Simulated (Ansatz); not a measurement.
# BGaS: the cost of one run

The runs use Ansatz 0.2.0, Gaussian basis; UKS PBE0/def2-TZVP.

**1. The starting structure**

3 atoms, charge 0, spin multiplicity 3.

Atoms are counted from 1 here; the program's logs count them from 0.

Bond lengths: B1–S2 1.697 Å, S2–Ga3 2.307 Å. Angles: B1–S2–Ga3 180.0°.

The start was built by rule and, where that kept it together, relaxed with GFN2-xTB. Sticks and bond lists go by distance. No spin-orbit coupling is included. 

**2. Relaxation**

File in.yaml:

```yaml
crystal:
  periodic: [false, false, false]
  atoms:
    - {symbol: B, position_ang: [0.000000, 0.000000, -1.900466]}
    - {symbol: S, position_ang: [0.000000, 0.000000, -0.203327]}
    - {symbol: Ga, position_ang: [0.000000, 0.000000, 2.103793]}
basis:
  gaussian: {orbitals: def2-TZVP}
magnetization: {spin_polarized: true, initial_magnetization: 2}
hamiltonian: {xc: pbe0}
relax: {f_tol: 0.004, max_steps: 80}
```

On the command line:

```sh
> ansatz run in.yaml --threads 1 --pin off --events-out ev --progress --plain --max-ram 2176MiB
```

**Question.** How long does this run take on 1 thread of Arm Neoverse V1, shared host, and how much memory does it need?

About 46 s, with a peak of 0.28 GiB.
